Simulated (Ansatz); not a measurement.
# GeH7NSSi: a ladder of functionals and wavefunction methods

Aim: compute GeH7NSSi with functionals from several rungs and with coupled cluster, and see how far each lands from CCSD(T) at the basis-set limit for the atomisation energy.

Program: Ansatz 0.2.0, Gaussian basis. Level of theory: functionals in def2-TZVPP, the program's frozen cores in correlated methods. These are calculated values, not measurements.

The runs, in order: LDA (SPW92), PBE-D4, revPBE-D4, BLYP-D4, r2SCAN-D4, B97M-V, PBE0-D4, B3LYP-D4, r2SCANh-D4, r2SCAN0-D4, HSE06-D4, BHLYP-D4, CAM-B3LYP-D4, LC-ωPBE, ωB97X-V, ωB97M-V, B2PLYP, PBE-QIDH; CCSD(T)/def2-SVP; CCSD(T)/def2-TZVPP; MP2/def2-QZVPP; extrapolation to the limit; RPA on PBE.

### Step 1. Structure used throughout

The geometry comes from an earlier relaxation with PBE0-D4 in a triple-zeta def2 set; it is a stationary point, not always the lowest conformer.

SMILES `N[SiH2][GeH2][SH]`, 11 atoms, charge 0, spin multiplicity 1.

Atoms are counted from 1 here; the program's logs count them from 0.

Bond lengths: N1–Si2 1.721 Å, N1–H5 1.007 Å, N1–H6 1.007 Å, Si2–Ge3 2.383 Å, Si2–H7 1.493 Å, Si2–H8 1.488 Å, Ge3–S4 2.238 Å, Ge3–H9 1.542 Å, Ge3–H10 1.540 Å, S4–H11 1.343 Å. Angles: Si2–N1–H5 119.7°, Si2–N1–H6 120.6°, H5–N1–H6 111.0°, N1–Si2–Ge3 110.6°, N1–Si2–H7 116.1°, N1–Si2–H8 107.0°, Ge3–Si2–H7 106.8°, Ge3–Si2–H8 108.4°, H7–Si2–H8 107.6°, Si2–Ge3–S4 108.1°, Si2–Ge3–H9 113.5°, Si2–Ge3–H10 113.4°, S4–Ge3–H9 109.7°, S4–Ge3–H10 103.3°, H9–Ge3–H10 108.3°, Ge3–S4–H11 94.6°.

Coordinates:

```mol
GeH7NSSi
  3D, bonds by distance, orders not assigned

 11 10  0  0  0  0  0  0  0  0999 V2000
   -0.9472    1.9569    0.0449 N   0  0
   -0.8511    0.2760   -0.3104 Si  0  0
    1.3048   -0.5764    0.2398 Ge  0  0
    1.3228   -2.7679   -0.2137 S   0  0
   -1.8434    2.3769    0.2322 H   0  0
   -0.3289    2.6123   -0.4046 H   0  0
   -1.1200   -0.1128   -1.7268 H   0  0
   -1.8590   -0.4081    0.5435 H   0  0
    1.6997   -0.3480    1.7122 H   0  0
    2.4288   -0.0205   -0.6539 H   0  0
    0.2589   -3.0454    0.5576 H   0  0
  1  2  8  0
  2  3  8  0
  3  4  8  0
  1  5  8  0
  1  6  8  0
  2  7  8  0
  2  8  8  0
  3  9  8  0
  3 10  8  0
  4 11  8  0
M  END
```

### Step 2. LDA

This LDA is Slater exchange with PW92 correlation.

in.yaml

```yaml
crystal:
  periodic: [false, false, false]
  atoms:
    - {symbol: N, position_ang: [-0.947181, 1.956904, 0.044923]}
    - {symbol: Si, position_ang: [-0.851082, 0.276027, -0.310388]}
    - {symbol: Ge, position_ang: [1.304808, -0.576432, 0.239752]}
    - {symbol: S, position_ang: [1.322821, -2.767948, -0.213731]}
    - {symbol: H, position_ang: [-1.843433, 2.376925, 0.232238]}
    - {symbol: H, position_ang: [-0.328894, 2.612344, -0.404644]}
    - {symbol: H, position_ang: [-1.120048, -0.112835, -1.726766]}
    - {symbol: H, position_ang: [-1.859038, -0.408071, 0.543539]}
    - {symbol: H, position_ang: [1.699653, -0.347985, 1.712230]}
    - {symbol: H, position_ang: [2.428817, -0.020508, -0.653932]}
    - {symbol: H, position_ang: [0.258877, -3.045423, 0.557577]}
basis:
  gaussian: {orbitals: def2-TZVPP}
hamiltonian: {xc: lda}
output: {orbitals: {seedname: orbitals}}
```

Command:

```sh
ansatz run in.yaml --threads 4 --pin off --events-out ev --progress --plain --max-ram 10444MiB
```

After this run come: PBE-D4 (GGA); revPBE-D4 (GGA); BLYP-D4 (GGA); r2SCAN-D4 (meta-GGA); B97M-V (meta-GGA); PBE0-D4 (hybrid); B3LYP-D4 (hybrid); r2SCANh-D4 (hybrid); r2SCAN0-D4 (hybrid); HSE06-D4 (hybrid); BHLYP-D4 (hybrid); CAM-B3LYP-D4 (range-separated); LC-ωPBE (range-separated); ωB97X-V (range-separated); ωB97M-V (range-separated); B2PLYP (double hybrid); PBE-QIDH (double hybrid); CCSD(T) in def2-SVP; CCSD(T) in def2-TZVPP; MP2 in def2-QZVPP; RPA on PBE orbitals.

**Question.** What will the summary of the whole plan be? Wanted: atomisation energy, CCSD(T)/CBS; farthest beyond LDA; mean size of error, GGA; mean size of error, meta-GGA; mean size of error, hybrid; mean size of error, range-separated; mean size of error, double hybrid; gap, smallest and largest; T1 diagnostic.

**Answer**, as computed:

```
                               quantity                                                                            value
        atomisation energy, CCSD(T)/CBS                                                                   787.2 kcal/mol
functionals within 7.9 kcal/mol (1.0 %)  PBE-D4, r2SCAN-D4, B97M-V, B3LYP-D4, r2SCANh-D4, CAM-B3LYP-D4, ωB97X-V, ωB97M-V
                    farthest beyond LDA                                                        BHLYP-D4 (-19.5 kcal/mol)
                mean size of error, GGA                                                                    10.1 kcal/mol
           mean size of error, meta-GGA                                                                     4.2 kcal/mol
             mean size of error, hybrid                                                                    10.8 kcal/mol
    mean size of error, range-separated                                                                     5.9 kcal/mol
      mean size of error, double hybrid                                                                    14.8 kcal/mol
              gap, smallest and largest                                        4.23 eV (LDA (SPW92)), 11.09 eV (LC-ωPBE)
                          T1 diagnostic                                                                           0.0112
triples share of the correlation energy                                                                            3.7 %
```

The LDA atomisation energy is off by 99.1 kcal/mol (13 %): it overbinds. PBE-D4 is off by -2.2 kcal/mol. Double hybrids carry the basis error of their MP2 part in triple zeta, and no dispersion term here, so their miss is partly the set-up's. The rungs meta-GGA, range-separated miss on average by less than the doubt on the reference (7.9 kcal/mol), so they tie. Misses under about 7.9 kcal/mol are within the doubt on the reference itself, which lacks core-valence correlation, relativity and higher excitations, and its outer-core shells are covered unevenly. Hartree-Fock recovers 71 % of the binding; the rest is correlation. CCSD(T) in def2-SVP is off by -68.5 kcal/mol, worse than the median functional, from the basis alone. Orbital gaps span 4.2 to 11.1 eV; exact exchange widens them. Correlated methods include outer-core shells of Ge, which these sets cover unevenly.
